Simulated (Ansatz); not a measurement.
# The cluster Ca₁₀H₄O₁₂: structure and electronic state

What does the cluster Ca₁₀H₄O₁₂ look like as a singlet, and where do its frontier electrons sit?

The runs use Ansatz 0.2.0, Gaussian basis; RKS PBE0-D4/def2-TZVP.

Plan: relaxation at PBE-D4/def2-SVP; a single point at PBE0-D4/def2-TZVP.

2 further runs of the same task are left out: 2 set aside as unsound or not needed.

### 1 The starting structure

26 atoms, charge 0, spin multiplicity 1.

Atoms are counted from 1 here; the program's logs count them from 0.

Bond lengths: Ca1–O13 2.409 Å, Ca1–O15 2.433 Å, Ca1–O16 2.403 Å, Ca1–O18 2.424 Å, Ca1–O19 2.378 Å, Ca1–O21 2.387 Å, Ca2–O18 2.421 Å, Ca2–O20 2.439 Å, Ca2–O21 2.427 Å, Ca2–O22 2.396 Å, Ca3–O12 2.402 Å, Ca3–O15 2.414 Å, Ca3–O18 2.409 Å, Ca3–O20 2.396 Å, Ca4–O12 2.397 Å, Ca4–O13 2.395 Å, Ca4–O17 2.420 Å, Ca4–O18 2.391 Å and more. Angles: O13–Ca1–O15 89.0°, O13–Ca1–O16 90.0°, O13–Ca1–O18 89.4°, O13–Ca1–O19 91.1°, O13–Ca1–O21 178.8°, O15–Ca1–O16 89.9°, O15–Ca1–O18 89.8°, O15–Ca1–O19 179.9°, O15–Ca1–O21 90.0°, O16–Ca1–O18 179.3°, O16–Ca1–O19 90.1°, O16–Ca1–O21 90.4°, O18–Ca1–O19 90.2°, O18–Ca1–O21 90.2°, O19–Ca1–O21 90.0°, O18–Ca2–O20 89.7°, O18–Ca2–O21 89.3°, O18–Ca2–O22 89.7° and more.

Coordinates:

```xyz
26
Ca10H4O12
Ca    0.22530    0.12640    0.55550
Ca   -2.20600    0.12770    2.96370
Ca   -2.19450   -2.28370    0.55600
Ca   -2.18200    0.11450   -1.84780
Ca   -2.19750    2.51820    0.54330
Ca    0.22910   -2.29180    2.95260
Ca    0.20830    2.51670    2.95710
Ca    0.21590    2.54000   -1.84090
Ca    0.17940   -2.32070   -1.85860
Ca    2.62020    0.11730   -1.85270
O     2.65830   -2.30910   -1.86170
O    -2.15580   -2.28270   -1.84600
O     0.21240    0.08940   -1.85350
O     2.62820    2.50220   -1.86620
O     0.21900   -2.30660    0.54900
O     2.62800    0.11460    0.54290
O    -2.17750    2.53400   -1.85120
O    -2.19870    0.12510    0.54300
O     0.23330    2.50450    0.56420
O    -2.18670   -2.31110    2.95230
O     0.22090    0.11820    2.94230
O    -2.20300    2.52360    2.95000
H     3.31600   -2.96690   -1.88070
H    -2.74260   -2.83410   -2.42050
H     3.30030    3.21780   -1.85220
H     3.32590    0.10890    1.21420
```

The start is a built from a lattice or polyhedron geometry.

### 2 Optimising with PBE-D4/def2-SVP

Input file in.yaml:

```yaml
crystal:
  periodic: [false, false, false]
  atoms:
    - {symbol: Ca, position_ang: [0.225300, 0.126400, 0.555500]}
    - {symbol: Ca, position_ang: [-2.206000, 0.127700, 2.963700]}
    - {symbol: Ca, position_ang: [-2.194500, -2.283700, 0.556000]}
    - {symbol: Ca, position_ang: [-2.182000, 0.114500, -1.847800]}
    - {symbol: Ca, position_ang: [-2.197500, 2.518200, 0.543300]}
    - {symbol: Ca, position_ang: [0.229100, -2.291800, 2.952600]}
    - {symbol: Ca, position_ang: [0.208300, 2.516700, 2.957100]}
    - {symbol: Ca, position_ang: [0.215900, 2.540000, -1.840900]}
    - {symbol: Ca, position_ang: [0.179400, -2.320700, -1.858600]}
    - {symbol: Ca, position_ang: [2.620200, 0.117300, -1.852700]}
    - {symbol: O, position_ang: [2.658300, -2.309100, -1.861700]}
    - {symbol: O, position_ang: [-2.155800, -2.282700, -1.846000]}
    - {symbol: O, position_ang: [0.212400, 0.089400, -1.853500]}
    - {symbol: O, position_ang: [2.628200, 2.502200, -1.866200]}
    - {symbol: O, position_ang: [0.219000, -2.306600, 0.549000]}
    - {symbol: O, position_ang: [2.628000, 0.114600, 0.542900]}
    - {symbol: O, position_ang: [-2.177500, 2.534000, -1.851200]}
    - {symbol: O, position_ang: [-2.198700, 0.125100, 0.543000]}
    - {symbol: O, position_ang: [0.233300, 2.504500, 0.564200]}
    - {symbol: O, position_ang: [-2.186700, -2.311100, 2.952300]}
    - {symbol: O, position_ang: [0.220900, 0.118200, 2.942300]}
    - {symbol: O, position_ang: [-2.203000, 2.523600, 2.950000]}
    - {symbol: H, position_ang: [3.316000, -2.966900, -1.880700]}
    - {symbol: H, position_ang: [-2.742600, -2.834100, -2.420500]}
    - {symbol: H, position_ang: [3.300300, 3.217800, -1.852200]}
    - {symbol: H, position_ang: [3.325900, 0.108900, 1.214200]}
basis:
  gaussian: {orbitals: def2-SVP, fitting: {mean_field: def2-universal-jkfit}}
hamiltonian: {xc: pbe, dispersion: d4}
scf: {lower_state_search: "off"}
output: {orbitals: {seedname: orbitals}}
relax: {f_tol: 0.03, max_steps: 70}
```

The run is started by

```sh
ansatz run in.yaml --threads 2 --pin off --events-out ev --progress --plain --max-ram 32768MiB --backend cuda --devices 0, --max-vram 18GiB
```

Further steps of the session: Single point, PBE0-D4/def2-TZVP.

Q: Predict the results of all the runs planned. Wanted: point group; commonest bond, hydrogen aside; HOMO, LUMO at PBE0-D4/def2-TZVP; dipole at PBE-D4/def2-SVP.

The runs gave:

```
                       quantity                            value
                    point group                               C1
 commonest bond, hydrogen aside  Ca–O, 40 of mean length 2.282 Å
HOMO, LUMO at PBE0-D4/def2-TZVP                  -4.97, -0.79 eV
      dipole at PBE-D4/def2-SVP                           5.17 D
```

What this shows: The molecule keeps its bonding pattern by the stored test; the atoms moved 0.51 Å (rms), and the angle O11–Ca9–O15 went from 89° to 133°. No usable vibrations, so a minimum isn't proven. Whether this spin is the lowest isn't tested here. The point group is read from a loosely relaxed geometry; soft torsions can leave it below the true symmetry.
